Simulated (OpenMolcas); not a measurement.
# A workflow on C3H9Ga (trimethylgallium (TMGa))

Wanted: the energy (HF/ANO-R0), then the energy (CASSCF(2,2)/ANO-R1), then the energy along one coordinate (CASPT2(2,2)/ANO-R1), then the energy along one coordinate (SC-NEVPT2(2,2)/ANO-R1), then the energy along one coordinate (MC-PDFT[tPBE](2,2)/ANO-R1) of C3H9Ga (trimethylgallium (TMGa)). 

The calculation is run with OpenMolcas 26.06.

### 1 The molecule

C3H9Ga has 13 atoms, charge 0, and is taken as a singlet. As SMILES, `C[Ga](C)C`. Geometry: relaxed at PBE0-D4/def2-TZVP.

Bond lengths: C1–Ga2 1.976 Å, Ga2–C3 1.976 Å, Ga2–C4 1.976 Å, C1–H5 1.092 Å, C1–H6 1.096 Å, C1–H7 1.092 Å, C3–H8 1.092 Å, C3–H9 1.092 Å, C3–H10 1.096 Å, C4–H11 1.092 Å, C4–H12 1.096 Å, C4–H13 1.092 Å. Some angles: C1–Ga2–C3 119.7°, C1–Ga2–C4 120.1°, C3–Ga2–C4 120.1°, Ga2–C1–H5 111.9°, Ga2–C1–H6 109.2°, Ga2–C1–H7 112.2°, Ga2–C3–H8 111.9°, Ga2–C3–H9 112.2°, Ga2–C3–H10 109.2°, Ga2–C4–H11 112.0°.

### 2 The energy at HF/ANO-R0 (sfX2C) (run 1)

The input, struct.xyz:

```xyz
13

C     -0.386610     1.662740    -0.990030
Ga     0.030950    -0.015220    -0.033330
C      1.404300    -0.017040     1.387570
C     -0.984810    -1.662120    -0.433110
H      0.495980     2.295540    -1.105570
H     -1.118900     2.235600    -0.410630
H     -0.822360     1.479540    -1.974110
H      2.207150     0.693340     1.179140
H      1.838150    -1.007150     1.540450
H      0.944020     0.286540     2.334210
H     -1.317660    -1.695390    -1.472580
H     -1.882270    -1.692900     0.194460
H     -0.407960    -2.563490    -0.216480
```

The input, step1.inp:

```
&GATEWAY
 Coord=struct.xyz
 Basis=ANO-R0
 Group=NoSym

&SEWARD

&SCF
 PrOrbitals=0

&LOCALISATION
 Occupied
 Freeze
 Pipek-Mezey

&LOCALISATION
 FileOrb=$Project.LocOrb
 Virtual
 Pipek-Mezey
```

Run with:

```
export MOLCAS_MEM=1860
pymolcas step1.inp > step1.log
```

Standard output (excerpt; [...] marks lines left out):

```text
--- Start Module: gateway ---
[...]
--- Stop Module: gateway /rc=_RC_ALL_IS_WELL_ ---
[...]
      Basis functions           42
[...]
       Convergence after  10 Iterations
[...]
::    Total SCF energy                              -2060.4451774334
[...]
      Total spin, S                                     0.0000000000
[...]
      Total electronic charge=   58.000000
      Total            charge=   -0.000000
[...]
      Dipole Moment (debye):
      Origin of the operator (angstrom)=    0.0216   -0.0107   -0.0233
                   X=  3.8193E-02               Y= -1.3472E-02               Z= -3.8116E-02           Total=  5.5615E-02
      Quadrupole Moment (debye*angstrom):
[...]
--- Start Module: localisation ---
[...]
--- Stop Module: localisation /rc=_RC_ALL_IS_WELL_ ---
--- Start Module: localisation ---
[...]
--- Stop Module: localisation /rc=_RC_ALL_IS_WELL_ ---
[...]
```

It took 8.7 s on 1 thread of AMD EPYC 7R43 (Zen 3), shared host; peak memory 0.41 GiB.

### 3 A single-point energy at CASSCF(2,2)/ANO-R1 (sfX2C, RICD fitting) (run 2)

struct.xyz is that of step 2.

The input, step2.inp:

```
&gateway
  coord=struct.xyz
  basis=ANO-R0
  group=NoSym

&seward

&rasscf
  fileorb=$CurrDir/step1.LocOrb
  alter=1
  1 30 34
  spin=1
  nactel=2 0 0
  inactive=28
  ras2=2
  orblisting=Nothing
>>> COPY $Project.RunFile RUNFIL1
>>> COPY $Project.RasOrb INPORB

&gateway
  coord=struct.xyz
  basis=ANO-R1
  group=NoSym
  ricd

&seward
>>> COPY $Project.RunFile RUNFIL2

&expbas

&rasscf
  fileorb=$Project.ExpOrb
  spin=1
  nactel=2 0 0
  inactive=28
  ras2=2
  orblisting=Nothing
  orbappear=Compact
```

Run with:

```
export MOLCAS_MEM=1860
pymolcas step2.inp > step2.log
```

Standard output (excerpt; [...] marks lines left out):

```text
--- Start Module: gateway ---
[...]
      Basis functions           42
[...]
      Number of active orbitals                  2
[...]
      Spin quantum number                      0.0
[...]
      Active orbitals                            2
[...]
      Number of CSFs                             3
[...]
      Number of root(s) required                 1
[...]
      Convergence after 11 iterations
[...]
      printout of CI-coefficients larger than  0.05 for root  1
      energy=   -2060.456655
      conf/sym  11     Coeff  Weight
             1  20   0.99458 0.98919
             3  02  -0.10399 0.01081
      Natural orbitals and occupation numbers for root  1
      sym 1:   1.978371   0.021629
      ************************************************************************************************************************
      *                                                    Final results                                                     *
[...]
::    RASSCF root number  1 Total energy:  -2060.45665533
[...]
      Basis functions          126
[...]
      Convergence after 12 iterations
[...]
::    RASSCF root number  1 Total energy:  -2061.18428569
[...]
      Total electronic charge=   58.000000
      Total            charge=   -0.000000
[...]
```

It took 34 s on 1 thread of AMD EPYC 7R43 (Zen 3), shared host; peak memory 0.41 GiB.

### 4 The energy along one coordinate at CASPT2(2,2)/ANO-R1 (sfX2C, RICD fitting, ipea shift 0.25 Eh, pt2 variant SS) (run 3)

The input, step3.inp:

```
>>> EXPORT MOLCAS_PRINT=2
>>> COPY $CurrDir/step2.RasOrb $Project.RasOrb
>>> ForEach K in (1, 2, 3, 4, 5, 6, 7, 8, 9)

&GATEWAY
  Coord
  $CurrDir/point$K.xyz
  Basis
  ANO-R1
  Group
  NoSym
  RICD

&SEWARD

&RASSCF
  FileOrb
  $Project.RasOrb
  Spin
  1
  Nactel
  2 0 0
  Inactive
  28
  Ras2
  2
  OrbListing
  Nothing
  OrbAppear
  Compact

&CASPT2
  Imaginary
  0.2
  Frozen
  12
>>> EndDo
```

Run with:

```
export MOLCAS_MEM=1860
pymolcas step3.inp > step3.log
```

Standard output:

```text
--- Start Module: gateway ---

                                              &GATEWAY

                       available to each process: 1.9 GB of memory, 1 thread

++    Symmetry information:
      ---------------------

                    Character Table for C1

                             E
                    a        1  x, y, xy, Rz, z, xz, Ry, yz, Rx, I
--

++    Basis set information:
      ----------------------

      Basis set label: C.ANO-R...3S2P1D.

      Electronic valence basis set:
      ------------------
      Associated Effective Charge   6.000000 au
      Associated Actual Charge      6.000000 au
      Nuclear Model: Finite nucleus - Gaussian distribution
        Gaussian exponent, Xi/bohr**(-2):  6.80775E+08

      Shell  nPrim  nBasis  Cartesian Spherical Contaminant
         s      12       3        X
         p       7       2        X
         d       3       1                 X

      Basis set label: GA.ANO-R...5S4P3D1F.

      Electronic valence basis set:
      ------------------
      Associated Effective Charge  31.000000 au
      Associated Actual Charge     31.000000 au
      Nuclear Model: Finite nucleus - Gaussian distribution
        Gaussian exponent, Xi/bohr**(-2):  2.62670E+08

      Shell  nPrim  nBasis  Cartesian Spherical Contaminant
         s      20       5        X
         p      15       4        X
         d       9       3                 X
         f       6       1                 X

      Basis set label: C.ANO-R...3S2P1D.

      Electronic valence basis set:
      ------------------
      Associated Effective Charge   6.000000 au
      Associated Actual Charge      6.000000 au
      Nuclear Model: Finite nucleus - Gaussian distribution
        Gaussian exponent, Xi/bohr**(-2):  6.80775E+08

      Shell  nPrim  nBasis  Cartesian Spherical Contaminant
         s      12       3        X
         p       7       2        X
         d       3       1                 X

      Basis set label: H.ANO-R...2S1P.

      Electronic valence basis set:
      ------------------
      Associated Effective Charge   1.000000 au
      Associated Actual Charge      1.000000 au
      Nuclear Model: Finite nucleus - Gaussian distribution
        Gaussian exponent, Xi/bohr**(-2):  2.12482E+09

      Shell  nPrim  nBasis  Cartesian Spherical Contaminant
         s       7       2        X
         p       4       1        X
--

++    Molecular structure info:
      -------------------------

                    ************************************************
                    **** Cartesian Coordinates / bohr, angstrom ****
                    ************************************************

     Center  Label                x              y              z                     x              y              z
        1      C1              -0.651865       2.825776      -1.690519             -0.344952       1.495336      -0.894584
        2      GA2              0.058487      -0.028762      -0.062985              0.030950      -0.015220      -0.033330
        3      C3               2.653742      -0.032201       2.622127              1.404300      -0.017040       1.387570
[... 9 lines of this table left out ...]
       13      H13             -0.770933      -4.844294      -0.409088             -0.407960      -2.563490      -0.216480

                    ***************************************
                    *    InterNuclear Distances / bohr    *
                    ***************************************

               1 C1            2 GA2           3 C3            4 C4            5 H5            6 H6
    1 C1       0.000000
    2 GA2      3.361822        0.000000
    3 C3       6.139543        3.734326        0.000000
    4 C4       6.150153        3.733762        6.471867        0.000000
[... 8 lines of this table left out ...]
   13 H13      7.777288        4.898681        6.638743        2.063311        9.167681        8.845492

               7 H7            8 H8            9 H9           10 H10          11 H11          12 H12
    7 H7       0.000000
    8 H8       8.163165        0.000000
    9 H9       9.243797        3.358385        0.000000
   10 H10      8.818123        3.324613        3.328900        0.000000
   11 H11      5.824049        9.479183        8.347192        9.167586        0.000000
   12 H12      7.206162        9.138754        7.588013        7.672527        3.326032        0.000000
   13 H13      8.000099        8.321985        6.139140        7.665988        3.358687        3.327415

              13 H13
   13 H13      0.000000

                    *******************************************
                    *    InterNuclear Distances / angstrom    *
                    *******************************************

               1 C1            2 GA2           3 C3            4 C4            5 H5            6 H6
    1 C1       0.000000
    2 GA2      1.779000        0.000000
    3 C3       3.248906        1.976120        0.000000
    4 C4       3.254521        1.975822        3.424764        0.000000
[... 8 lines of this table left out ...]
   13 H13      4.115564        2.592270        3.513071        1.091857        4.851328        4.680833

[... 173 lines left out ...]
      Note: transformation to natural orbitals
[... 8 lines left out ...]
      Natural orbitals and occupation numbers for root  1
[... 20 lines left out ...]
      Final state energy(ies):
[... 107 lines left out ...]
      Natural orbitals for root   1 are written to the RASORB.1 file
[... 72 lines left out ...]
 Compute H0 matrices for state    1
[... 35 lines left out ...]
      Reference weight:           0.81159
[... 320 lines left out ...]
      Convergence after 10 iterations
[... 12 lines left out ...]
      conf/sym  11     Coeff  Weight
[... 14 lines left out ...]
      RASSCF energy for state  1                  -2061.18428254
[... 47 lines left out ...]
      Dipole Moment (debye):
[... 124 lines left out ...]
      Imaginary shift                            0.20
[... 51 lines left out ...]
      Total energy:           -2062.0975107724
[... 310 lines left out ...]
                                         RASSCF iterations: Energy and convergence statistics
[... 22 lines left out ...]
      energy=   -2061.179756
[... 11 lines left out ...]
++    Final optimization conditions:
[... 17 lines left out ...]
      Von Neumann Entropy (Root   1) =  0.11453
[... 116 lines left out ...]
 ###    WARNING: User changed nr of frozen orbitals.                         ###
[... 88 lines left out ...]
      Reference energy:       -2061.1797564151
[... 248 lines left out ...]
      Nuclear repulsion energy =  255.08066681
[... 90 lines left out ...]
      printout of CI-coefficients larger than  0.05 for root  1
[... 9 lines left out ...]
      *                                                    Final results                                                     *
[... 19 lines left out ...]
::    RASSCF root number  1 Total energy:  -2061.15710002
[... 104 lines left out ...]
      Spin density orbitals for root   1 are written to the SPDORB.1 file
[... 98 lines left out ...]
  FINAL CASPT2 RESULT:
[... 31 lines left out ...]
::    CASPT2 Root  1     Total energy:  -2062.06086912
[... 240 lines left out ...]
      RASSCF energy for state  1                  -2061.12359133
[... 47 lines left out ...]
      Dipole Moment (debye):
[... 123 lines left out ...]
      Imaginary shift                            0.20
[... 49 lines left out ...]
      Total energy:           -2062.0232097434
[... 314 lines left out ...]
                                         RASSCF iterations: Energy and convergence statistics
[... 22 lines left out ...]
      energy=   -2061.093462
[... 11 lines left out ...]
++    Final optimization conditions:
[... 17 lines left out ...]
      Von Neumann Entropy (Root   1) =  0.60628
[... 115 lines left out ...]
 ###    WARNING: User changed nr of frozen orbitals.                         ###
[... 86 lines left out ...]
      Reference energy:       -2061.0934621299
[... 249 lines left out ...]
      Nuclear repulsion energy =  229.81551837
[... 90 lines left out ...]
      printout of CI-coefficients larger than  0.05 for root  1
[... 9 lines left out ...]
      *                                                    Final results                                                     *
[... 19 lines left out ...]
::    RASSCF root number  1 Total energy:  -2061.07641395
[... 104 lines left out ...]
      Spin density orbitals for root   1 are written to the SPDORB.1 file
[... 96 lines left out ...]
  FINAL CASPT2 RESULT:
[... 30 lines left out ...]
::    CASPT2 Root  1     Total energy:  -2061.96925615
[... 308 lines left out ...]
      Note: transformation to natural orbitals
[... 8 lines left out ...]
      Natural orbitals and occupation numbers for root  1
[... 20 lines left out ...]
      Final state energy(ies):
[... 106 lines left out ...]
      Natural orbitals for root   1 are written to the RASORB.1 file
[... 72 lines left out ...]
 Compute H0 matrices for state    1
[... 31 lines left out ...]
      Reference weight:           0.81424
[... 323 lines left out ...]
      Convergence after  9 iterations
[... 12 lines left out ...]
      conf/sym  11     Coeff  Weight
[... 14 lines left out ...]
      RASSCF energy for state  1                  -2061.06918695
[... 47 lines left out ...]
      Dipole Moment (debye):
[... 50 lines left out ...]
      NBO located      0.999 non-bonded electrons on atom GA2
      NBO located      0.999 non-bonded electrons on atom GA2
      NBO located      1.000 non-bonded electrons on atom GA2
      NBO located      1.000 non-bonded electrons on atom GA2
      NBO located      1.000 non-bonded electrons on atom GA2
      NBO located      1.000 non-bonded electrons on atom GA2
      NBO located      1.000 non-bonded electrons on atom GA2
      NBO located      1.000 non-bonded electrons on atom GA2
      NBO located      0.998 non-bonded electrons on atom C3
      NBO located      0.930 non-bonded electrons on atom C3
      NBO located      0.998 non-bonded electrons on atom C4
      NBO located      0.931 non-bonded electrons on atom C4
      The remaining   13.957 electrons are to be considered as diffuse
--

--

      Average orbitals are written to the RASORB file
      Natural orbitals for root   1 are written to the RASORB.1 file
      Spin density orbitals for root   1 are written to the SPDORB.1 file

--- Stop Module: rasscf /rc=_RC_ALL_IS_WELL_ ---
--- Module rasscf spent 10 seconds ---

--- Start Module: caspt2 ---

                                              &CASPT2

                       available to each process: 1.9 GB of memory, 1 thread

 ###############################################################################
 ###    WARNING: User changed nr of frozen orbitals.                         ###
 ###############################################################################

++    Wave function specifications:
      -----------------------------

      Number of closed shell electrons          32
      Number of electrons in active shells       2
      Max number of holes in RAS1 space          0
      Max number of electrons in RAS3 space      0
      Number of inactive orbitals               16
      Number of active orbitals                  2
      Number of secondary orbitals              96
      Spin quantum number                      0.0
      State symmetry                             1
      Number of CSFs                             3
      Number of CASSCF root(s) available         1
      CASPT2 state passed to geometry opt.       1
      A file JOBMIX will be created
      This is a CASSCF or RASSCF reference function
--

++    Orbital specifications:
      -----------------------

      Symmetry species                           1
                                                 a
      Frozen orbitals                           12
      Inactive orbitals                         16
      Active orbitals                            2
      Secondary orbitals                        96
      Deleted orbitals                           0
      Number of basis functions                126
--

++    CASPT2 specifications:
      ----------------------

      Type of calculation                        SS-CASPT2
      Fock operator                              state-specific
      IPEA shift                                 0.25
      Real shift                                 0.00
      Imaginary shift                            0.20
      The input orbitals will be transformed to quasi-canonical
--

--------------------------------------------------------------------------------
 Estimated memory requirements:
  POLY3 :                   250070
  RHS:                     1568416
  SIGMA :                  1516432
  PRPCTL:                        0
 Available workspace:    232478508

++ CASPT2 computation for group   1

********************************************************************************
 Multi-State initialization phase begins for group   1
--------------------------------------------------------------------------------
********************************************************************************
 Compute H0 matrices for state    1
--------------------------------------------------------------------------------
--------------------------------------------------------------------------------
 H0 matrices have been computed.

********************************************************************************
  CASPT2 EQUATION SOLUTION
--------------------------------------------------------------------------------

  Total nr of CASPT2 parameters:
   Before reduction:     1556720
   After  reduction:     1535640

 Variance of |WF0>:       5.8296464634

 The contributions to the second order correlation energy in atomic units.
-----------------------------------------------------------------------------------------------------------------------------
  IT.      VJTU        VJTI        ATVX        AIVX        VJAI        BVAT        BJAT        BJAI        TOTAL       RNORM
-----------------------------------------------------------------------------------------------------------------------------
   1     0.000000   -0.000006    0.000000   -0.006992   -0.015930   -0.000021   -0.055553   -0.808079   -0.886581    0.001012
   2     0.000000   -0.000006    0.000000   -0.007029   -0.015935   -0.000021   -0.055585   -0.808092   -0.886668    0.000094
   3     0.000000   -0.000006    0.000000   -0.007029   -0.015935   -0.000021   -0.055585   -0.808091   -0.886668    0.000009
-----------------------------------------------------------------------------------------------------------------------------

  FINAL CASPT2 RESULT:

      Reference energy:       -2061.0691869528
      E2 (Non-variational):      -0.8866670591
      Shift correction:          -0.0034168885
      E2 (Variational):          -0.8900839476
      Total energy:           -2061.9592709004
      Residual norm:              0.0000007173
      Reference weight:           0.81464

      Contributions to the CASPT2 correlation energy
      Active & Virtual Only:         -0.0000212119
      One Inactive Excited:          -0.0626134470
      Two Inactive Excited:          -0.8240324002

++ Denominators, etc.
--------------------------------------------------------------------------------------------------------------
 Report on small energy denominators, large coefficients, and large energy contributions.
CASE  SYMM ACTIVE-MIX  NON-ACTIVE INDICES          DENOMINATOR     RHS VALUE       COEFFICIENT     CONTRIBUTION
ATVX     1  Mu1.0001  Se1.031                       0.26338621      0.00000400     -0.00026491     -0.00000000
ATVX     1  Mu1.0001  Se1.032                       0.26962484     -0.00000054     -0.00094837      0.00000000
AIVX     1  Mu1.0003  In1.020 Se1.054               1.73970534     -0.04697482      0.02675093     -0.00125662
[... 8 lines of this table left out ...]
BJAIM    1  Se1.124 In1.016 Se1.124 In1.017        14.14505185      0.32866562     -0.02323084     -0.00763518
--

   (Skipping property calculation,
    use PROP keyword to activate)
--

  Total CASPT2 energies:
::    CASPT2 Root  1     Total energy:  -2061.95927090

  A NEW JOBIPH FILE NAMED 'JOBMIX' IS PREPARED.
********************************************************************************
--- Stop Module: caspt2 /rc=_RC_ALL_IS_WELL_ ---
--- Module caspt2 spent 4 seconds ---

>>> END FOREACH

.##################.
.# Happy landing! #.
.##################.

    Timing: Wall=245.36 User=223.98 System=19.29
```

Run time: 4.1 min. Hardware: 1 thread of AMD EPYC 7R43 (Zen 3), shared host; peak memory 0.16 GiB.

The scan, from its lowest point:

| Ga2–C1 (Å) | energy (kJ/mol) |
| --- | --- |
| 1.779 | 33.1 |
| 1.976 | 0.0 |
| 2.174 | 24.1 |
| 2.470 | 96.2 |
| 2.865 | 195.1 |
| 3.359 | 283.6 |
| 3.952 | 336.7 |
| 4.743 | 358.0 |
| 5.928 | 362.9 |

[end of part 1 of 3]
